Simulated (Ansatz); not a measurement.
# C₂H₃BCl₂: how energies converge with the basis set

The task here is to estimate one member of a computed series from the others.

The runs use Ansatz 0.2.0, Gaussian basis; one geometry, several basis sets.

Levels to be run: PBE0-D4/def2-SVP; ωB97M-V/def2-SVP; PBE0-D4/def2-QZVPP; ωB97M-V/def2-QZVPP; the functionals' def2-TZVPP values are taken from earlier runs.

### The geometry

The geometry comes from an earlier relaxation with PBE0-D4 in a triple-zeta def2 set; it is a stationary point, not always the lowest conformer.

SMILES `ClC1(Cl)BC1`, 8 atoms, charge 0, spin multiplicity 1.

Atoms are counted from 1 here; the program's logs count them from 0.

Bond lengths: Cl1–C2 1.751 Å, C2–Cl3 1.752 Å, C2–B4 1.534 Å, C2–C5 1.519 Å, B4–C5 1.530 Å, B4–H6 1.181 Å, C5–H7 1.087 Å, C5–H8 1.087 Å. Angles: Cl1–C2–Cl3 114.7°, Cl1–C2–B4 119.1°, Cl1–C2–C5 117.1°, Cl3–C2–B4 118.2°, Cl3–C2–C5 116.7°, B4–C2–C5 60.2°, C2–B4–C5 59.4°, C2–B4–H6 148.3°, C5–B4–H6 152.2°, C2–C5–B4 60.4°, C2–C5–H7 116.5°, C2–C5–H8 116.9°, B4–C5–H7 119.7°, B4–C5–H8 120.4°, H7–C5–H8 113.0°.

The first run:

in.yaml reads:

```yaml
crystal:
  periodic: [false, false, false]
  atoms:
    - {symbol: Cl, position_ang: [0.879131, -0.970410, 1.805059]}
    - {symbol: C, position_ang: [-0.215631, -0.402843, 0.561587]}
    - {symbol: Cl, position_ang: [-1.796437, -1.158880, 0.576324]}
    - {symbol: B, position_ang: [-0.112832, 1.050883, 0.083070]}
    - {symbol: C, position_ang: [0.382458, -0.096137, -0.800147]}
    - {symbol: H, position_ang: [-0.304355, 2.196057, 0.298771]}
    - {symbol: H, position_ang: [1.450496, -0.268502, -0.910569]}
    - {symbol: H, position_ang: [-0.190729, -0.407268, -1.669994]}
basis:
  gaussian: {orbitals: def2-SVP}
hamiltonian: {xc: pbe0, dispersion: d4}
output: {orbitals: {seedname: orbitals}}
```

Run with:

```sh
$ ansatz run in.yaml --threads 2 --pin off --events-out ev --progress --plain --max-ram 4352MiB
```

Steps of the session up to this table: PBE0-D4 in def2-SVP; ωB97M-V in def2-SVP; PBE0-D4 in def2-QZVPP; ωB97M-V in def2-QZVPP.

One table of the session follows, with a row left open; its other results are not shown here.

It belongs to the step «Functionals by basis». 

```
functional       basis  HOMO (eV)  LUMO (eV)
   PBE0-D4    def2-SVP      -7.25      -2.23
   PBE0-D4  def2-TZVPP          ?          ?
   PBE0-D4  def2-QZVPP      -7.43      -2.38
   ωB97M-V    def2-SVP      -9.43      -0.10
   ωB97M-V  def2-TZVPP      -9.61      -0.28
   ωB97M-V  def2-QZVPP      -9.65      -0.34
```

Estimate the missing values for PBE0-D4, def2-TZVPP.

The run gave: HOMO (eV): -7.39; LUMO (eV): -2.34. In the column «HOMO (eV)» it lies between PBE0-D4, def2-QZVPP (-7.43) and PBE0-D4, def2-SVP (-7.25).
